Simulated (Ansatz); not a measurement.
# AlAs (singlet): wave-function methods side by side at distance Al1–As2 = 3.037 Å, 6-31G

An exercise on one series of results from a longer session: the logs are not shown, and one member is left open.

Program: Ansatz 0.2.0, Gaussian basis. Level of theory: 6-31G, core rule «outside noble gas», up to 19 orbitals frozen. These are calculated values, not measurements.

To be run: UHF; CCSD(T) on RHF; CCSD(T) on UHF; BCCD(T) on RHF; CISD; CCSDT(Q) on RHF; CCSDT(Q) on UHF; CCSDTQ on RHF; CASSCF and MRCISD+Q, 2 electrons in 2 orbitals; CASSCF and NEVPT2, 2 electrons in 2 orbitals; CASSCF and MRCISD+Q, 8 electrons in 8 orbitals; CASSCF and NEVPT2, 8 electrons in 8 orbitals; Full CI.

23 further runs of the same task are left out: 19 that didn't finish, 4 set aside as unsound or not needed.

### The system

The geometry derives from a PBE0/def2-TZVP stationary point (not a proven minimum). One bond is set to the value named and the two fragments are kept rigid. No spin-orbit coupling is included. The filled d shell of As may be among the frozen orbitals whatever the setting's name suggests; the logs give the count.

2 atoms, charge 0, spin multiplicity 1.

Atoms are counted from 1 here; the program's logs count them from 0.

No contacts short enough for the rule that draws bonds.

The first run:

in.yaml

```yaml
crystal:
  periodic: [false, false, false]
  atoms:
    - {symbol: Al, position_ang: [0.000000, 0.000000, 0.000000]}
    - {symbol: As, position_ang: [0.000000, 0.000000, 3.037000]}
basis:
  gaussian: {orbitals: 6-31G}
magnetization: {spin_polarized: true, initial_magnetization: 0}
hamiltonian: {xc: hf}
output: {orbitals: {seedname: orbitals}}
```

On the command line:

```console
$ ansatz run in.yaml --threads 1 --pin off --events-out ev --progress --plain --max-ram 2393MiB
```

Among the steps run: UHF; CCSD(T) on RHF; CCSD(T) on UHF; BCCD(T) on RHF; CISD; CCSDT(Q) on RHF; CCSDT(Q) on UHF; CCSDTQ on RHF; CASSCF and MRCISD+Q, 2 electrons in 2 orbitals; CASSCF and NEVPT2, 2 electrons in 2 orbitals; CASSCF and MRCISD+Q, 8 electrons in 8 orbitals; CASSCF and NEVPT2, 8 electrons in 8 orbitals; Full CI.

One of the session's tables, all rows but one given; the rest of the session is left out.

It belongs to the step «Misses and costs». 

```
          method  from FCI (meV)
             RHF         +2699.4
            RMP2         +1007.5
            CISD          +450.0
           RCCSD          +247.1
        RCCSD(T)          +128.8
         BCCD(T)          +129.7
          RCCSDT           +35.8
       RCCSDT(Q)            -1.2
         RCCSDTQ            +0.9
     CASSCF pair               ?
     NEVPT2 pair          +700.4
     MRCISD pair          +190.4
   MRCISD+Q pair           -17.9
  CASSCF valence          +922.3
  NEVPT2 valence          +244.9
  MRCISD valence           +23.6
MRCISD+Q valence            -2.2
             FCI               0
```

Estimate the missing values for CASSCF pair.

As computed: from FCI (meV): +2176.3. In the column «from FCI (meV)» it lies between RMP2 (+1007.5) and RHF (+2699.4).

Left out of the table: UHF, UMP2, UCCSD, UCCSD(T), UCCSDT, UCCSDT(Q) (another determinant or state than the rows shown).

To keep in mind: The report flags that the cluster equations may have other roots. The program flags RCCSDT(Q), RCCSDTQ as in doubt, so those rows may rest on another solution; read them beside their warnings. MRCISD+Q pair, MRCISD+Q valence fall below full CI: the +Q correction isn't variational, and the cores differ from full CI's.
